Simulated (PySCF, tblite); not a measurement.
**C₃H₁₀OSi₄: geometry, infrared bands and NMR shifts**

Aim: predict the infrared bands and NMR shifts of C₃H₁₀OSi₄ (`C#C[Si@@]1(C)[SiH2][SiH2][Si@H]1O`).

Computed with tblite 0.8.0 and PySCF 2.14.0, with density-fitted response routines of our own, on a single molecule in the gas phase. Atoms are numbered from 0 throughout.

### Step 1. The starting structure

18 atoms, charge 0, multiplicity 1; geometry from: force field or distance geometry start.

Bonds of the start (Å): C0–C1 1.21, C1–Si2 1.83, Si2–C3 1.85, Si2–Si4 2.19, Si4–Si5 2.24, Si5–Si6 2.23, Si6–O7 1.72, Si6–Si2 2.21, C0–H8 1.06, C3–H9 1.09, C3–H10 1.12, C3–H11 1.12, Si4–H12 1.47, Si4–H13 1.48, Si5–H14 1.47, Si5–H15 1.46, Si6–H16 1.45, O7–H17 1.00.

### Step 2. Relaxing the molecule with GFN2-xTB

Job settings and geometry (Å):

```
{"job": {"kind": "relax", "xc": "GFN2-xTB", "basis": "xTB"}, "charge": 0, "multiplicity": 1}
C     -0.804700     2.917600    -0.959200
C     -0.791200     1.771400    -0.576400
Si    -0.751800     0.049000     0.043800
C     -2.299000    -0.428900     0.944800
Si     0.023400    -1.360400    -1.438400
Si     2.073900    -0.933900    -0.634100
Si     1.069200    -0.298800     1.248300
O      1.716400     1.199700     1.794900
H     -0.845100     3.921100    -1.302800
H     -2.958400    -1.090100     0.379700
H     -2.861900     0.519100     1.158500
H     -2.072100    -0.916200     1.932100
H     -0.373900    -2.763700    -1.295700
H     -0.027800    -0.972700    -2.861300
H      2.731700     0.223400    -1.258600
H      2.930500    -2.101500    -0.465600
H      1.014600    -1.369600     2.230300
H      2.217400     1.640800     1.048100
```

On the command line:

```sh
OMP_NUM_THREADS=1 python probes_run.py task.json out
```

This one command runs all jobs of the session in turn.

The program printed:

```text
step      E/eV     max force
  0    -608.14368    3.771
  1    -608.61547    1.545
  2    -608.65833    3.759
  3    -608.76549    1.132
  4    -608.84291    1.255
  5    -609.01220    1.058
  6    -609.09968    0.759
  7    -609.15553    0.609
  8    -609.22451    0.694
  9    -609.28065    0.704
 10    -609.32066    0.546
 11    -609.34400    0.483
 12    -609.35796    0.291
 13    -609.36674    0.214
 14    -609.37383    0.198
 15    -609.37889    0.211
 16    -609.38337    0.156
 17    -609.38837    0.182
 18    -609.39454    0.249
 19    -609.40136    0.309
 20    -609.40676    0.230
 21    -609.40980    0.119
 22    -609.41188    0.114
 23    -609.41430    0.148
 24    -609.41734    0.204
 25    -609.42052    0.178
 26    -609.42338    0.119
 27    -609.42580    0.125
 28    -609.42812    0.168
 29    -609.43023    0.154
 30    -609.43192    0.100
 31    -609.43293    0.104
 32    -609.43429    0.125
 33    -609.43638    0.201
 34    -609.43929    0.231
 35    -609.44235    0.181
 36    -609.44459    0.081
 37    -609.44586    0.078
 38    -609.44693    0.097
 39    -609.44822    0.125
 40    -609.44962    0.122
 41    -609.45103    0.106
 42    -609.45240    0.111
 43    -609.45379    0.131
 44    -609.45514    0.126
 45    -609.45622    0.082
 46    -609.45691    0.058
 47    -609.45740    0.066
 48    -609.45798    0.096
 49    -609.45886    0.114
 50    -609.46005    0.101
 51    -609.46128    0.111
 52    -609.46220    0.063
 53    -609.46282    0.090
 54    -609.46349    0.091
 55    -609.46430    0.095
 56    -609.46584    0.108
 57    -609.46697    0.110
 58    -609.46880    0.146
 59    -609.47046    0.118
 60    -609.47190    0.091
 61    -609.47309    0.096
 62    -609.47447    0.113
 63    -609.47634    0.142
 64    -609.47889    0.131
 65    -609.48196    0.121
 66    -609.48448    0.157
 67    -609.48622    0.218
 68    -609.48872    0.107
 69    -609.49009    0.093
 70    -609.49163    0.071
 71    -609.49393    0.111
 72    -609.49613    0.097
 73    -609.49809    0.091
 74    -609.49949    0.090
 75    -609.50049    0.092
 76    -609.50141    0.102
 77    -609.50230    0.076
 78    -609.50364    0.066
 79    -609.50476    0.091
 80    -609.50631    0.084
 81    -609.50758    0.092
 82    -609.50864    0.080
 83    -609.50956    0.069
 84    -609.51041    0.082
 85    -609.51105    0.084
 86    -609.51176    0.061
 87    -609.51236    0.053
 88    -609.51322    0.077
 89    -609.51434    0.094
 90    -609.51561    0.082
 91    -609.51667    0.067
 92    -609.51728    0.039
 93    -609.51758    0.062
 94    -609.51786    0.051
 95    -609.51825    0.042
 96    -609.51903    0.062
 97    -609.51964    0.053
 98    -609.52025    0.053
 99    -609.52064    0.044
100    -609.52090    0.040
101    -609.52118    0.041
102    -609.52156    0.053
103    -609.52194    0.049
104    -609.52230    0.074
105    -609.52262    0.040
106    -609.52299    0.038
107    -609.52331    0.038
108    -609.52373    0.046
109    -609.52404    0.056
110    -609.52424    0.041
111    -609.52437    0.044
112    -609.52449    0.048
113    -609.52462    0.027
114    -609.52479    0.029
115    -609.52499    0.040
116    -609.52520    0.047
117    -609.52544    0.043
118    -609.52563    0.031
119    -609.52577    0.031
120    -609.52586    0.027
121    -609.52595    0.027
122    -609.52605    0.021
123    -609.52614    0.017
124    -609.52620    0.016
125    -609.52624    0.014
126    -609.52627    0.019
127    -609.52631    0.017
128    -609.52637    0.024
129    -609.52645    0.031
130    -609.52652    0.027
131    -609.52658    0.020
132    -609.52663    0.016
133    -609.52667    0.017
134    -609.52671    0.015
135    -609.52674    0.014
136    -609.52677    0.017
137    -609.52682    0.018
138    -609.52688    0.017
139    -609.52693    0.017
140    -609.52698    0.014
141    -609.52702    0.016
142    -609.52706    0.018
143    -609.52712    0.021
144    -609.52719    0.023
145    -609.52727    0.027
146    -609.52734    0.026
147    -609.52740    0.023
148    -609.52745    0.022
149    -609.52749    0.014
150    -609.52751    0.013
151    -609.52752    0.013
152    -609.52754    0.011
153    -609.52757    0.019
154    -609.52761    0.024
155    -609.52765    0.018
156    -609.52768    0.008
```

It took 2.1 s on 1 thread of Intel Xeon Platinum 8488C, shared host; peak memory 0.18 GiB.

Step by step: (not every step is listed)

```csv
step,energy from step 0 (eV),largest force (eV/Å)
0,0.0000,3.7709
1,-0.4718,1.5453
2,-0.5146,3.7590
3,-0.6218,1.1321
4,-0.6992,1.2546
5,-0.8685,1.0577
6,-0.9560,0.7587
7,-1.0118,0.6092
8,-1.0808,0.6939
22,-1.2682,0.1141
36,-1.3009,0.0806
50,-1.3164,0.1010
64,-1.3352,0.1308
78,-1.3600,0.0657
92,-1.3736,0.0395
106,-1.3793,0.0375
120,-1.3822,0.0266
134,-1.3830,0.0154
148,-1.3838,0.0220
151,-1.3838,0.0129
152,-1.3839,0.0108
153,-1.3839,0.0194
154,-1.3839,0.0236
155,-1.3840,0.0185
156,-1.3840,0.0083
```

Close pairs (by a distance rule), those that changed most:

```csv
bond,before (Å),after (Å),change (Å)
Si2–Si4,2.187,2.381,+0.194
Si2–Si6,2.211,2.379,+0.169
Si5–Si6,2.226,2.360,+0.134
Si4–Si5,2.244,2.357,+0.114
Si6–O7,1.721,1.640,-0.082
Si2–C3,1.853,1.909,+0.056
O7–H17,1.002,0.951,-0.051
C3–H11,1.124,1.086,-0.038
```

The next job starts from the end point, and lists it.

### Step 3. Harmonic vibrations with GFN2-xTB

Job settings and geometry (Å):

```
{"job": {"kind": "ir", "xc": "GFN2-xTB", "basis": "xTB"}, "charge": 0, "multiplicity": 1}
C     -1.384230     3.023174    -0.758041
C     -1.164474     1.885351    -0.430255
Si    -0.720075     0.152823     0.076643
C     -2.300285    -0.522544     0.907808
Si     0.181265    -1.206942    -1.658094
Si     2.167815    -1.445651    -0.412016
Si     1.323326    -0.034945     1.281257
O      2.123700     1.388294     1.429121
H     -1.598593     4.013790    -1.042888
H     -3.146615    -0.495449     0.227810
H     -2.571274     0.047098     1.792113
H     -2.154512    -1.555633     1.210666
H     -0.565096    -2.434367    -1.975690
H      0.326134    -0.566008    -2.973388
H      3.398548    -1.021768    -1.099766
H      2.484077    -2.820773     0.001803
H      1.383469    -0.411402     2.695456
H      2.208063     2.011271     0.715804
```

The program printed:

```text
mode    cm-1     km/mol
  1      33.5      0.29
  2      52.2      1.01
  3      79.8      1.46
  4     111.8      2.24
  5     114.2      0.33
  6     118.2      1.39
  7     150.9      1.48
  8     169.0      2.10
  9     221.0      4.99
 10     235.9     21.62
 11     257.7     82.43
 12     271.7     11.98
 13     283.9     28.22
 14     336.5      7.01
 15     348.0      4.21
 16     354.5      9.54
 17     373.2      3.30
 18     403.0      6.23
 19     430.3      3.16
 20     464.9     31.41
 21     483.7      0.31
 22     571.8    384.65
 23     602.0    341.55
 24     650.6      7.68
 25     662.3     39.28
 26     667.9      3.53
 27     673.5     15.31
 28     737.1     87.52
 29     787.2    423.89
 30     803.2     47.48
 31     811.7    121.96
 32     824.1    297.95
 33     851.2    147.40
 34     856.7     92.03
 35    1370.6      3.72
 36    1494.3      0.27
 37    1496.2      0.26
 38    2140.4     32.29
 39    2158.4    517.74
 40    2162.7    343.92
 41    2172.6    354.61
 42    2176.8      3.00
 43    2205.4    436.53
 44    3030.4     40.15
 45    3031.6     22.70
 46    3036.8      5.99
 47    3344.2      2.06
 48    3706.7      6.79
```

It took 1.3 s on 1 thread of Intel Xeon Platinum 8488C, shared host; peak memory 0.18 GiB.

The strongest bands and the atoms that carry them (share of the mass-weighted mode):

```
cm⁻¹  km/mol                                   atoms
 572   384.6            H16 34 %, H14 16 %, H15 16 %
 602   341.6  H12 24 %, H13 23 %, H15 21 %, H14 19 %
 787   423.9                       H17 54 %, O7 17 %
 824   297.9  H14 24 %, H15 23 %, H12 22 %, H13 21 %
2158   517.7            H14 43 %, H12 28 %, H13 20 %
2163   343.9            H15 43 %, H12 39 %, H13 14 %
2173   354.6                      H13 51 %, H15 37 %
2205   436.5                                H16 95 %
```

### Step 4. NMR shieldings: PBE0/pcSseg-1

Settings changed since step 3:

```diff
@@ -1,2 +1,2 @@
-{"job": {"kind": "ir", "xc": "GFN2-xTB", "basis": "xTB"}, "charge": 0, "multiplicity": 1}
+{"job": {"kind": "nmr", "xc": "PBE0", "basis": "pcSseg-1"}, "charge": 0, "multiplicity": 1}
 C     -1.384230     3.023174    -0.758041
```

With the program's defaults for keys left out, this is: GIAO PBE0/pcSseg-1 NMR shielding, non-relativistic, gas phase.

The program printed:

```text
coarse grid: 17040 points
cycle   1  E = -1352.5389310523  dE =  6.424e-01  |g| = 8.311e-01  |ddm| = 4.063e+00
cycle   2  E = -1352.3077557015  dE =  2.312e-01  |g| = 1.342e+00  |ddm| = 2.526e+00
cycle   3  E = -1352.6735528181  dE = -3.658e-01  |g| = 1.494e-01  |ddm| = 1.955e+00
cycle   4  E = -1352.6780353404  dE = -4.483e-03  |g| = 5.063e-02  |ddm| = 2.177e-01
cycle   5  E = -1352.6786524329  dE = -6.171e-04  |g| = 1.175e-02  |ddm| = 5.804e-02
cycle   6  E = -1352.6786904853  dE = -3.805e-05  |g| = 4.109e-03  |ddm| = 1.943e-02
cycle   7  E = -1352.6786943514  dE = -3.866e-06  |g| = 1.795e-03  |ddm| = 5.707e-03
final grid: 146256 points
cycle   8  E = -1352.7338490144  dE = -2.098e-05  |g| = 8.739e-03  |ddm| = 2.945e-02
cycle   9  E = -1352.7338160329  dE =  3.298e-05  |g| = 1.463e-02  |ddm| = 2.191e-02
cycle  10  E = -1352.7338642116  dE = -4.818e-05  |g| = 2.768e-03  |ddm| = 1.414e-02
cycle  11  E = -1352.7338660965  dE = -1.885e-06  |g| = 5.346e-04  |ddm| = 2.191e-03
cycle  12  E = -1352.7338661530  dE = -5.650e-08  |g| = 1.588e-04  |ddm| = 6.652e-04
cycle  13  E = -1352.7338661585  dE = -5.478e-09  |g| = 3.179e-05  |ddm| = 2.036e-04
cycle  14  E = -1352.7338661587  dE = -2.069e-10  |g| = 1.051e-05  |ddm| = 4.767e-05
converged SCF energy = -1352.7338661587

GIAO shielding tensors (ppm)
atom      isotropic    diamagn.    paramagn.     s11        s22        s33       span
  0 C       76.230     261.205    -184.975     -1.309      1.641    228.358    229.666
  1 C       99.005     261.426    -162.421      0.144      4.751    292.121    291.977
  2 Si     375.901     881.759    -505.858    314.637    383.633    429.433    114.795
  3 C      188.011     251.717     -63.706    185.831    186.770    191.433      5.602
  4 Si     452.094     881.317    -429.223    419.848    436.722    499.713     79.865
  5 Si     448.784     881.450    -432.667    395.587    440.590    510.173    114.586
  6 Si     325.403     877.934    -552.532    255.073    343.632    377.503    122.430
  7 O      325.719     386.574     -60.855    251.048    343.357    382.752    131.705
  8 H       29.294      33.595      -4.301     24.453     24.618     38.811     14.359
  9 H       31.113      29.241       1.872     26.638     28.521     38.181     11.543
 10 H       31.146      29.534       1.612     26.518     28.330     38.591     12.073
 11 H       31.583      30.841       0.742     26.990     29.489     38.271     11.280
 12 H       27.966      29.582      -1.616     24.618     25.753     33.527      8.910
 13 H       27.681      29.653      -1.972     24.276     25.453     33.314      9.037
 14 H       27.625      29.550      -1.925     24.367     25.047     33.460      9.093
 15 H       27.796      29.400      -1.604     24.490     25.355     33.542      9.052
 16 H       25.398      28.753      -3.355     22.468     24.456     29.270      6.802
 17 H       31.363      32.998      -1.635     23.048     28.242     42.799     19.752
```

Run time: 55 s. Hardware: 1 thread of Intel Xeon Platinum 8488C, shared host; peak memory 1.1 GiB.

Shifts follow as δ = σ(reference) − σ, with reference shieldings (ppm) from runs at the same level and on the same kind of geometry: ¹H TMS 31.72, ¹³C TMS 186.9, ²⁹Si TMS 349.2, ¹⁷O H2O 336.1. The references are single molecules in the gas phase, so shifts against H2O, NH3, PH3, H3PO4 or CFCl3 are not on the usual liquid scales and can be off by tens of ppm. Atoms listed in one row are averaged.

```
       atoms                                                    environment  σ (ppm)  δ (ppm)  δ scaled to CDCl3
          C0                                         terminal alkyne carbon     76.2    110.7              106.1
          C1                                                  alkyne carbon     99.0     87.9               83.9
          C3                                     methyl carbon bonded to Si    188.0     -1.1               -3.0
         H16  hydrogen on a silicon bonded to O, 2 Si, in a 4-membered ring    25.40     6.32                  –
         H14     hydrogen on a silicon bonded to 2 Si, in a 4-membered ring    27.62     4.09                  –
         H13     hydrogen on a silicon bonded to 2 Si, in a 4-membered ring    27.68     4.04                  –
         H15     hydrogen on a silicon bonded to 2 Si, in a 4-membered ring    27.80     3.92                  –
         H12     hydrogen on a silicon bonded to 2 Si, in a 4-membered ring    27.97     3.75                  –
          H8                           hydrogen on a terminal alkyne carbon    29.29     2.42               2.39
H9, H10, H11                       hydrogen on a methyl carbon bonded to Si    31.28     0.44               0.52
         H17                             hydrogen on an oxygen bonded to Si    31.36     0.35                  –
         Si6             silicon bonded to O, 2 Si, H, in a 4-membered ring    325.4     23.8                  –
         Si2              silicon bonded to 2 C, 2 Si, in a 4-membered ring    375.9    -26.7                  –
         Si5              silicon bonded to 2 Si, 2 H, in a 4-membered ring    448.8    -99.6                  –
         Si4              silicon bonded to 2 Si, 2 H, in a 4-membered ring    452.1   -102.9                  –
          O7                                         oxygen bonded to Si, H    325.7     10.4                  –
```

The scaled column applies a straight-line fit of computed shieldings to shifts measured in CDCl3 (root-mean-square error 0.16 ppm for H, 1.9 ppm for C).

Charges from the same density, by scheme (e):

| atoms | Mulliken | IAO | Hirshfeld | ESP fit |
| --- | --- | --- | --- | --- |
| C0 | -0.23 | -0.20 | -0.09 | -0.34 |
| C1 | -0.13 | -0.30 | -0.16 | -0.19 |
| Si2 | 0.21 | 0.47 | 0.22 | 0.46 |
| C3 | -0.58 | -0.68 | -0.21 | -0.69 |
| Si4 | 0.11 | 0.13 | 0.13 | -0.03 |
| Si5 | -0.06 | 0.09 | 0.12 | 0.12 |
| Si6 | 0.59 | 0.63 | 0.25 | 0.26 |
| O7 | -0.55 | -0.78 | -0.31 | -0.61 |

Mayer bond orders: C0–C1 2.55, C1–Si2 0.87, Si2–C3 0.94, Si2–Si4 0.84, Si4–Si5 0.86, Si5–Si6 0.83, Si6–O7 0.98, Si6–Si2 0.81.

Ring of atoms Si2, Si4, Si5, Si6: NICS(0) 3.2, NICS(1) -0.5, NICS(1)zz 4.9 ppm (means of both faces).

The fields below are evaluated on a grid from the run's orbitals.

Frontier orbitals at PBE0/pcSseg-1, with the share of their density that lies nearest to each atom:

```
orbital  energy (eV)                                       lies on
   HOMO        -6.94  Si2, Si6 about 20 % each; Si5 14 %; Si4 11 %
   LUMO        -1.89   Si6 17 %; Si2 13 %; Si4, Si5 about 9 % each
```

ELF in a plane through or near 4 of the atoms.

Values, 10 rows by 14 columns:
```
0.00 0.00 0.00 0.00 0.00 0.00 0.00 0.00 0.00 0.00 0.00 0.00 0.00 0.00
0.00 0.00 0.00 0.00 0.00 0.00 0.01 0.00 0.00 0.00 0.00 0.00 0.00 0.00
0.00 0.00 0.00 0.00 0.13 0.65 0.69 0.23 0.00 0.00 0.00 0.00 0.00 0.00
0.00 0.00 0.00 0.01 0.04 0.75 0.84 0.35 0.00 0.02 0.02 0.00 0.00 0.00
0.00 0.00 0.01 0.16 0.68 0.09 0.64 0.76 0.25 0.03 0.02 0.00 0.00 0.00
0.00 0.00 0.41 0.49 0.44 0.56 0.56 0.74 0.45 0.29 0.15 0.00 0.00 0.00
0.00 0.01 0.87 0.94 0.19 0.02 0.01 0.12 0.66 0.71 0.50 0.02 0.00 0.00
0.00 0.00 0.01 0.02 0.00 0.00 0.00 0.91 1.00 0.34 0.17 0.01 0.00 0.00
0.00 0.00 0.00 0.00 0.00 0.00 0.00 0.01 0.10 0.02 0.00 0.00 0.00 0.00
0.00 0.00 0.00 0.00 0.00 0.00 0.00 0.00 0.00 0.00 0.00 0.00 0.00 0.00
```
The map spans 12.4 Å across and 11.1 Å up, centred on the molecule. Atoms in the plane (x, y in Å): C3 (1.7, -1.6), Si6 (-1.0, 0.8), O7 (-0.9, 2.5), H11 (1.1, -2.3).

On the surface of density 0.002 e/bohr³ the electrostatic potential runs, from the 1st to the 99th percentile, from -1.34 V near O7 to 1.90 V near H17.

### Step 5. Outcome

| quantity | value |
| --- | --- |
| strongest single infrared mode (GFN2-xTB) | 2158 cm⁻¹, 518 km/mol |
| zero-point energy (GFN2-xTB) | 69.1 kcal/mol |
| ¹³C shifts against TMS (PBE0/pcSseg-1) | 110.7, 87.9, -1.1 ppm |
| ¹H shifts against TMS (PBE0/pcSseg-1, means over atoms taken as alike) | 6.32, 4.09, 4.04, 3.92, 3.75, 2.42, 0.44, 0.35 ppm |
| ²⁹Si shifts against TMS (PBE0/pcSseg-1) | 23.8, -26.7, -99.6, -102.9 ppm |
| ¹⁷O shifts against H2O (PBE0/pcSseg-1) | 10.4 ppm |
| surface potential, 1st and 99th percentile | -1.34 V and 1.90 V |

In words: Relaxing lowered the energy by 1.384 eV in 156 steps; the close pair that moved most is Si2–Si4, from 2.187 to 2.381 Å. No mode is imaginary among the 48: a minimum at this level. The strongest single mode, at 2158 cm⁻¹, is spread over several atoms, H14, H12, H13 among them. GFN2-xTB is a fitted tight-binding method: band positions and strengths are rough. Its intensities can rank the bands wrongly. At PBE0/pcSseg-1: The widest tensor belongs to C1: span 292 ppm, with a paramagnetic part of -162 ppm. By nearest atom (PBE0/pcSseg-1), the HOMO sits on Si2, Si6 about 20 % each; Si5 14 % and the LUMO on Si6 17 %; Si2 13 %.
